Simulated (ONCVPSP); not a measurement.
# Pseudopotential generation for N: ONCV, PBE

Do these settings give a usable potential? It is generated, then checked for transferability, scattering, ghosts and hardness.

Method: ONCVPSP 4.0.1, PBE, scalar-relativistic.

## (1) The design

The settings as typed:

```
element                 : nitrogen (N, Z = 7)
type                    : optimised norm-conserving Vanderbilt (ONCV)
frozen core             : [He]
valence charge          : 5
reference configuration : 2s2 2p1 (charge +2)
partial waves           : 2s: rc 1.00 bohr, ncon 4, nbas 8, qcut 7 1/bohr, local; 2p: rc 1.95 bohr, ncon 4, nbas 8, qcut 8.4 1/bohr, 3 projectors, debl 2.1 Ha; d scattering state at 0.23 Ha: rc 1.50 bohr, ncon 3, nbas 6, qcut 7 1/bohr, 2 projectors, debl 2.3 Ha
local potential         : the s channel
core correction         : Teter function, fcfact 1.5, rcfact 1.55
```

The outer shells as boxes (Hund's rule for the drawing; the calculation is spin-unpolarised):

```
[He] core
2s [↑↓]
2p [↑ ][  ][  ]
```

## (2) Generation

File N.dat:

```
# ATOM AND REFERENCE CONFIGURATION
# atsym  z   nc   nv     iexc    psfile
  N 7.00    1    2        4      upf
#
#   n    l    f
    1    0    2.00
    2    0    2.00
    2    1    1.00
#
# PSEUDOPOTENTIAL AND OPTIMIZATION
# lmax
    2
#
#   l,   rc,      ep,       ncon, nbas, qcut
    0    1.00    0.00    4    8    7.00
    1    1.95    0.00    4    8    8.40
    2    1.50    0.23    3    6    7.00
#
# LOCAL POTENTIAL
# lloc, lpopt,  rc(5),   dvloc0
    0    5    1.00    0.00
#
# VANDERBILT-KLEINMAN-BYLANDER PROJECTORs
# l, nproj, debl
    0    0    1.00
    1    3    2.10
    2    2    2.30
#
# MODEL CORE CHARGE
# icmod, fcfact, rcfact
    3    1.50    1.55
#
# LOG DERIVATIVE ANALYSIS
# epsh1, epsh2, depsh
   -3.00    5.00    0.02
#
# OUTPUT GRID
# rlmax, drl
    6.00    0.01
#
# TEST CONFIGURATIONS
# ncnf
    4
# nvcnf
#   n    l    f
    2
    2    0    2.00
    2    1    3.00
#
    2
    2    0    2.00
    2    1    2.00
#
    2
    2    0    2.00
    2    1    0.00
#
    2
    2    0    0.00
    2    1    5.00
#
```

Run with:

```sh
oncvpsp.x < N.dat > N.out
```

What does the calculation give? Wanted: cutoffs for 1 and 0.1 mHa per electron, occupied waves; bound ghosts; GHOST(+) flags; largest test error; largest phase difference near zero energy, channels read; rms error of d²Exc/dn², without and with the model core.

As calculated:

| quantity | value |
| --- | --- |
| cutoffs for 1 and 0.1 mHa per electron, occupied waves | 30 Ha and 152 Ha |
| bound ghosts | none found |
| GHOST(+) flags | none at low energy |
| largest test error (AE − PS) | +795 meV, for 2s0 2p5 |
| largest phase difference near zero energy, channels read | 0.006 rad |
| rms error of d²Exc/dn², without and with the model core | 5.37 and 3.84 mHa |

In words: The worst unpolarised test, 2s0 2p5, is off by 795 meV on 19.4 eV; by total energies transferability rates as poor. It counts as of middling hardness, with 30 Ha needed at the looser tolerance. The tighter tolerance needs 152 Ha, and converged work needs a cutoff nearer that. At the looser tolerance the 2s wave is the slowest; 2p needs 21 Ha. The program's ghost test flags no bound state. Near zero energy the phases of the channels with partial waves agree within 0.006 rad. All of this concerns the isolated atom, not yet a solid.
